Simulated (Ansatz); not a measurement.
# CH₇SSi₂ radical: how energies converge with the basis set

How large a basis does CH₇SSi₂ radical need? Two functionals and correlated methods are run in growing sets.

Method: one geometry, several basis sets; program: Ansatz 0.2.0, Gaussian basis.

Plan: PBE0-D4/def2-SVP; ωB97M-V/def2-SVP; PBE0-D4/def2-QZVPP; ωB97M-V/def2-QZVPP; CCSD(T)/cc-pV(D+d)Z; CCSD(T)/cc-pV(T+d)Z; MP2/cc-pV(Q+d)Z; the functionals' def2-TZVPP values are taken from earlier runs.

## 1. Structure used throughout

All runs share one geometry, relaxed beforehand with PBE0-D4 in a triple-zeta def2 set.

11 atoms, charge 0, spin multiplicity 2.

Atoms are counted from 1 here; the program's logs count them from 0.

Bond lengths: C1–Si2 1.862 Å, C1–H5 1.092 Å, C1–H6 1.093 Å, C1–H7 1.092 Å, Si2–S3 2.150 Å, Si2–H8 1.486 Å, Si2–H9 1.488 Å, S3–Si4 2.126 Å, Si4–H10 1.488 Å, Si4–H11 1.492 Å. Angles: Si2–C1–H5 110.8°, Si2–C1–H6 110.1°, Si2–C1–H7 110.7°, H5–C1–H6 108.5°, H5–C1–H7 108.4°, H6–C1–H7 108.2°, C1–Si2–S3 107.8°, C1–Si2–H8 111.0°, C1–Si2–H9 111.6°, S3–Si2–H8 109.4°, S3–Si2–H9 108.6°, H8–Si2–H9 108.3°, Si2–S3–Si4 97.8°, S3–Si4–H10 106.7°, S3–Si4–H11 111.5°, H10–Si4–H11 110.5°.

## 2. PBE0-D4 in def2-SVP

in.yaml reads:

```yaml
crystal:
  periodic: [false, false, false]
  atoms:
    - {symbol: C, position_ang: [-0.815545, 1.899069, 0.492536]}
    - {symbol: Si, position_ang: [-0.561366, 0.232778, -0.299283]}
    - {symbol: S, position_ang: [1.541790, -0.208794, -0.237165]}
    - {symbol: Si, position_ang: [1.406298, -2.306184, -0.555383]}
    - {symbol: H, position_ang: [-0.489393, 1.886204, 1.534292]}
    - {symbol: H, position_ang: [-1.873534, 2.171986, 0.463747]}
    - {symbol: H, position_ang: [-0.249475, 2.668226, -0.037156]}
    - {symbol: H, position_ang: [-1.024520, 0.236660, -1.711135]}
    - {symbol: H, position_ang: [-1.292304, -0.838225, 0.430084]}
    - {symbol: H, position_ang: [2.800580, -2.825879, -0.584766]}
    - {symbol: H, position_ang: [0.622871, -2.972743, 0.524731]}
basis:
  gaussian: {orbitals: def2-SVP}
magnetization: {spin_polarized: true, initial_magnetization: 1}
hamiltonian: {xc: pbe0, dispersion: d4}
output: {orbitals: {seedname: orbitals}}
```

Launch:

```bash
$ ansatz run in.yaml --threads 2 --pin off --events-out ev --progress --plain --max-ram 32768MiB --backend cpu
```

Log:

```text
Functional definition: PBE0
  name "PBE0"
  cite "Adamo & Barone, J. Chem. Phys. 110, 6158 (1999) doi:10.1063/1.478522"
  cite "Perdew, Burke & Ernzerhof, Phys. Rev. Lett. 77, 3865 (1996) doi:10.1103/PhysRevLett.77.3865"
  parent pbe
  parameter a = 0.25
  parameter kappa = 0.804
  parameter beta = 0.06672455060314922
  exchange = (1 - a)*pbe_x(kappa = kappa, mu = beta*pi^2/3) + a*exact_x
  correlation = pbe_c(beta = beta)
1001 factors; integrals over basis functions are off by at most 1.2e-3 eV
mean field evaluation 1: about -27717.0769 eV, gradient 2.8e1 eV
mean field evaluation 2: about -27716.0693 eV, gradient 3.0e1 eV
mean field evaluation 4: about -27720.9424 eV, gradient 7.8e-1 eV
mean field evaluation 8: about -27721.0204 eV, gradient 6.8e-2 eV
mean field evaluation 16: about -27721.0204 eV, gradient 6.1e-5 eV
mean field -27721.02041734 eV, -1018.7287103548 hartree, gradient 6.2e-5 eV, S^2 0.752259; 0 other end points of the search recorded, 0 dependent functions left out
reference -27721.02044740 eV, -1018.7287114596 hartree; 29, 28 occupied and 74, 75 virtual orbitals, 1001 factors
Total energy: -27721.26754160 eV, -1018.7377920039 hartree
```

It took 4.3 s on 2 threads of AMD EPYC 7R13, shared host.

## 3. ωB97M-V in def2-SVP

Changes to in.yaml since step 2:

```diff
@@ -17,3 +17,3 @@
 magnetization: {spin_polarized: true, initial_magnetization: 1}
-hamiltonian: {xc: pbe0, dispersion: d4}
+hamiltonian: {xc: {name: wB97M-V}}
 output: {orbitals: {seedname: orbitals}}
```

Launched as before.

Log, cut to the lines that bear on the results:

```text
Functional definition: wB97M-V
  name "wB97M-V"
  cite "Mardirossian & Head-Gordon, J. Chem. Phys. 144, 214110 (2016) doi:10.1063/1.4952647"
  cite "Becke, J. Chem. Phys. 107, 8554 (1997) doi:10.1063/1.475007"
  cite "Vydrov & Van Voorhis, J. Chem. Phys. 133, 244103 (2010) doi:10.1063/1.3521275"
  # Of w^i u^j: cxij and so on, Table III.
[...]
  gx(w, u) = 1 - cx + cx01*u + cx10*w
  gss(w, u) = css00 + css04*u^4 + css10*w + css20*w^2 + css43*w^4*u^3
  gos(w, u) = cos00 + cos10*w + (cos20 + cos21*u)*w^2 + (cos60 + cos61*u)*w^6
[...]
      + integral(e_c_pw_mod_opposite_spin*gos(b97_w_opposite, b97_u_opposite)) + vv10(b, c)
1001 factors; integrals over basis functions are off by at most 1.2e-3 eV
364 factors; integrals over basis functions are off by at most 7.4e-6 eV
[...]
mean field -27729.91431178 eV, -1019.0555549470 hartree, gradient 8.7e-5 eV, S^2 0.751486; 0 other end points of the search recorded, 0 dependent functions left out
reference -27729.91435792 eV, -1019.0555566427 hartree; 29, 28 occupied and 74, 75 virtual orbitals, 1001 factors
Total energy: -27729.91435792 eV, -1019.0555566427 hartree
```

It took 13 s on 2 threads of AMD EPYC 7R13, shared host.

## 4. PBE0-D4 in def2-QZVPP

Changes to in.yaml since step 3:

```diff
@@ -15,5 +15,5 @@
 basis:
-  gaussian: {orbitals: def2-SVP}
+  gaussian: {orbitals: "def2-QZVPP.json"}
 magnetization: {spin_polarized: true, initial_magnetization: 1}
-hamiltonian: {xc: {name: wB97M-V}}
+hamiltonian: {xc: pbe0, dispersion: d4}
 output: {orbitals: {seedname: orbitals}}
```

Launch:

```bash
$ ansatz run in.yaml --threads 2 --pin off --events-out ev --progress --plain --max-ram 32768MiB --backend cuda --devices 0, --max-vram 18GiB
```

Log:

```text
Functional definition: PBE0
  name "PBE0"
  cite "Adamo & Barone, J. Chem. Phys. 110, 6158 (1999) doi:10.1063/1.478522"
  cite "Perdew, Burke & Ernzerhof, Phys. Rev. Lett. 77, 3865 (1996) doi:10.1103/PhysRevLett.77.3865"
  parent pbe
  parameter a = 0.25
  parameter kappa = 0.804
  parameter beta = 0.06672455060314922
  exchange = (1 - a)*pbe_x(kappa = kappa, mu = beta*pi^2/3) + a*exact_x
  correlation = pbe_c(beta = beta)
1747 factors; their error is unknown
mean field evaluation 1: about -27726.6784 eV, gradient 3.6e1 eV
mean field evaluation 2: about -27724.9620 eV, gradient 3.8e1 eV
mean field evaluation 4: about -27732.5026 eV, gradient 1.9e0 eV
mean field evaluation 8: about -27732.5220 eV, gradient 5.4e-2 eV
mean field evaluation 16: about -27732.5435 eV, gradient 1.3e-4 eV
mean field -27732.54346644 eV, -1019.1521745987 hartree, gradient 4.8e-5 eV, S^2 0.753502; 0 other end points of the search recorded, 0 dependent functions left out
reference -27732.54351254 eV, -1019.1521762926 hartree; 29, 28 occupied and 448, 449 virtual orbitals, 1747 factors
Total energy: -27732.79060674 eV, -1019.1612568370 hartree
```

Wall time 16 s (1 × H100 (card shared with other runs) with 2 threads of AMD EPYC 7R13, shared host); peak host memory 1.1 GiB.

## 5. ωB97M-V in def2-QZVPP

Changes to in.yaml since step 4:

```diff
@@ -17,3 +17,3 @@
 magnetization: {spin_polarized: true, initial_magnetization: 1}
-hamiltonian: {xc: pbe0, dispersion: d4}
+hamiltonian: {xc: {name: wB97M-V}}
 output: {orbitals: {seedname: orbitals}}
```

The command is unchanged.

Log, cut to the lines that bear on the results:

```text
Functional definition: wB97M-V
  name "wB97M-V"
  cite "Mardirossian & Head-Gordon, J. Chem. Phys. 144, 214110 (2016) doi:10.1063/1.4952647"
  cite "Becke, J. Chem. Phys. 107, 8554 (1997) doi:10.1063/1.475007"
  cite "Vydrov & Van Voorhis, J. Chem. Phys. 133, 244103 (2010) doi:10.1063/1.3521275"
  # Of w^i u^j: cxij and so on, Table III.
[...]
  gx(w, u) = 1 - cx + cx01*u + cx10*w
  gss(w, u) = css00 + css04*u^4 + css10*w + css20*w^2 + css43*w^4*u^3
  gos(w, u) = cos00 + cos10*w + (cos20 + cos21*u)*w^2 + (cos60 + cos61*u)*w^6
[...]
      + integral(e_c_pw_mod_opposite_spin*gos(b97_w_opposite, b97_u_opposite)) + vv10(b, c)
1679 factors; their error is unknown
403 factors; integrals over basis functions are off by at most 9.3e-6 eV
[...]
mean field -27741.49360714 eV, -1019.4810862026 hartree, gradient 4.8e-5 eV, S^2 0.752106; 0 other end points of the search recorded, 0 dependent functions left out
reference -27741.49367756 eV, -1019.4810887904 hartree; 29, 28 occupied and 448, 449 virtual orbitals, 1679 factors
Total energy: -27741.49367756 eV, -1019.4810887904 hartree
```

Wall time 18 s (1 × H100 (card shared with other runs) with 2 threads of AMD EPYC 7R13, shared host); peak host memory 1.3 GiB.

## 6. Functionals by basis

The def2-TZVPP values come from earlier runs at the same geometry.

```
functional       basis  functions  energy (eV)  from the largest (eV)  HOMO (eV)  LUMO (eV)
   PBE0-D4    def2-SVP        103  -27721.2675                 11.523      -5.91      -2.46
   PBE0-D4  def2-TZVPP        255  -27731.8633                  0.927      -5.94      -2.49
   PBE0-D4  def2-QZVPP        477  -27732.7906                  0.000      -5.96      -2.51
   ωB97M-V    def2-SVP        103  -27729.9144                 11.579      -7.64      -0.80
   ωB97M-V  def2-TZVPP        255  -27740.6164                  0.877      -7.70      -0.91
   ωB97M-V  def2-QZVPP        477  -27741.4937                  0.000      -7.72      -0.98
```

## 7. CCSD(T) in cc-pV(D+d)Z

Changes to in.yaml since step 5:

```diff
@@ -15,5 +15,5 @@
 basis:
-  gaussian: {orbitals: "def2-QZVPP.json"}
+  gaussian: {orbitals: "cc-pV(D+d)Z.json"}
 magnetization: {spin_polarized: true, initial_magnetization: 1}
-hamiltonian: {xc: {name: wB97M-V}}
-output: {orbitals: {seedname: orbitals}}
+correlation: {method: ccsd_t}
+scf: {omitted_lower_state_checks: [cluster_reference]}
```

Same command.

Log, cut to the lines that bear on the results:

```text
Functional definition: HF
  name "HF"
  cite "Fock, Z. Phys. 61, 126 (1930) doi:10.1007/BF01340294"
  parent pbe
[...]
1173 factors; integrals over basis functions are off by at most 1.1e-3 eV
[...]
mean field -27684.25496073 eV, -1017.3776047449 hartree, gradient 8.5e-6 eV, S^2 0.755258; 0 other end points of the search recorded, 0 dependent functions left out
16 core orbitals not correlated: weight in the atoms' cores, before any rotation towards them, 1.000 or more for the frozen orbitals, at most 0.000 for the correlated occupied ones
reference -27684.25496073 eV, -1017.3776047449 hartree; 13, 12 occupied and 89, 90 virtual orbitals, 1173 factors
second order -12.66015866 eV of doubles, -0.00000000 eV of singles
cycle   1  -13.93701205 eV  change    -1.3e0 eV  update   9.1e-2
[...]
cycle  10  -14.47215195 eV  change    1.4e-5 eV  update   2.8e-5
perturbative correction -0.42943698 eV, -0.0157815179 hartree
Total energy: -27699.15654966 eV, -1017.9252280375 hartree
Checks for a lower state left out: cluster_reference
```

It took 11 s on 1 × H100 (card shared with other runs) with 2 threads of AMD EPYC 7R13, shared host; peak host memory 0.78 GiB.

## 8. CCSD(T) in cc-pV(T+d)Z

Changes to in.yaml since step 7:

```diff
@@ -15,3 +15,3 @@
 basis:
-  gaussian: {orbitals: "cc-pV(D+d)Z.json"}
+  gaussian: {orbitals: "cc-pV(T+d)Z.json"}
 magnetization: {spin_polarized: true, initial_magnetization: 1}
@@ -19 +19,2 @@
 scf: {omitted_lower_state_checks: [cluster_reference]}
+output: {orbitals: {seedname: orbitals}}
```

The command is unchanged.

Log, cut to the lines that bear on the results:

```text
Functional definition: HF
  name "HF"
  cite "Fock, Z. Phys. 61, 126 (1930) doi:10.1007/BF01340294"
  parent pbe
[...]
1403 factors; integrals over basis functions are off by at most 1.1e-3 eV
[...]
mean field -27685.73211677 eV, -1017.4318892281 hartree, gradient 2.7e-6 eV, S^2 0.756698; 0 other end points of the search recorded, 0 dependent functions left out
16 core orbitals not correlated: weight in the atoms' cores, before any rotation towards them, 1.000 or more for the frozen orbitals, at most 0.000 for the correlated occupied ones
reference -27685.73211677 eV, -1017.4318892281 hartree; 13, 12 occupied and 216, 217 virtual orbitals, 1403 factors
second order -15.92730782 eV of doubles, -0.00000000 eV of singles
cycle   1  -17.06235071 eV  change    -1.1e0 eV  update   9.4e-2
[...]
cycle  11  -17.63821987 eV  change   -1.2e-5 eV  update   1.6e-5
perturbative correction -0.73581649 eV, -0.0270407571 hartree
Total energy: -27704.10615313 eV, -1018.1071226099 hartree
Checks for a lower state left out: cluster_reference
```

Run time: 18 s. Hardware: 1 × H100 (card shared with other runs) with 2 threads of AMD EPYC 7R13, shared host; peak host memory 1.1 GiB.

## 9. MP2 in cc-pV(Q+d)Z

Changes to in.yaml since step 8:

```diff
@@ -15,6 +15,5 @@
 basis:
-  gaussian: {orbitals: "cc-pV(T+d)Z.json"}
+  gaussian: {orbitals: "cc-pV(Q+d)Z.json"}
 magnetization: {spin_polarized: true, initial_magnetization: 1}
-correlation: {method: ccsd_t}
+correlation: {method: mp2}
 scf: {omitted_lower_state_checks: [cluster_reference]}
-output: {orbitals: {seedname: orbitals}}
```

The command is unchanged.

Log, cut to the lines that bear on the results:

```text
Functional definition: HF
  name "HF"
  cite "Fock, Z. Phys. 61, 126 (1930) doi:10.1007/BF01340294"
  parent pbe
[...]
2701 factors; integrals over basis functions are off by at most 1.0e-3 eV
[...]
mean field -27686.07713714 eV, -1017.4445684928 hartree, gradient 2.2e-6 eV, S^2 0.757017; 0 other end points of the search recorded, 0 dependent functions left out
16 core orbitals not correlated: weight in the atoms' cores, before any rotation towards them, 1.000 or more for the frozen orbitals, at most 0.000 for the correlated occupied ones
reference -27686.07713714 eV, -1017.4445684928 hartree; 13, 12 occupied and 428, 429 virtual orbitals, 2701 factors
second order -17.13500800 eV of doubles, -0.00000000 eV of singles
Total energy: -27703.21214514 eV, -1018.0742684222 hartree
Checks for a lower state left out: cluster_reference
```

Run time: 14 s. Hardware: 1 × H100 (card shared with other runs) with 2 threads of AMD EPYC 7R13, shared host; peak host memory 1 GiB.

Energy pieces by basis (eV):

```csv
basis,HF,MP2 correlation,CCSD correlation,(T),total
cc-pV(D+d)Z,-27684.2550,-12.6602,-14.4722,-0.4294,-27699.1565
cc-pV(T+d)Z,-27685.7321,-15.9273,-17.6382,-0.7358,-27704.1062
cc-pV(Q+d)Z,-27686.0771,-17.1350,,,-27703.2121 (MP2)
```

## 10. Extrapolating to the complete basis

No new run: Hartree-Fock is extrapolated as exp(−5.46√X) and correlation as X^−3.05, with X = 3 and 4; only MP2 was run in the larger set, so CCSD(T) minus MP2 is added from the smaller one.

| level | energy at the limit (eV) |
| --- | --- |
| HF | -27686.1811 |
| MP2 | -27704.1759 |
| CCSD | -27705.8868 |
| CCSD(T) | -27706.6226 |

```csv
basis,HF above its limit (eV),share of the MP2 correlation limit (%)
cc-pV(D+d)Z,1.926,70.4
cc-pV(T+d)Z,0.449,88.5
cc-pV(Q+d)Z,0.104,95.2
```

## 11. Outcome

| quantity | value |
| --- | --- |
| MP2 correlation recovered, cc-pV(D+d)Z | 70.4 % |
| MP2 correlation recovered, cc-pV(T+d)Z | 88.5 % |
| MP2 correlation recovered, cc-pV(Q+d)Z | 95.2 % |
| CCSD(T) limit from def2 sets (earlier runs) less the limit of this series | -124 meV |
| PBE0-D4: double and triple zeta above quadruple | 11.52, 0.93 eV |
| ωB97M-V: double and triple zeta above quadruple | 11.58, 0.88 eV |

For PBE0-D4 the step from double to triple zeta gains 10.60 eV and the next only 0.93 eV. Correlation climbs from 70 % (cc-pV(D+d)Z) to 95 % (cc-pV(Q+d)Z) of the limit; Hartree-Fock is 0.104 eV from its own by then. A limit from the def2 sets, made apart, differs by 124 meV, a least measure of the doubt on such a limit. Total energies overstate the basis error of differences, where much of it tends to cancel.
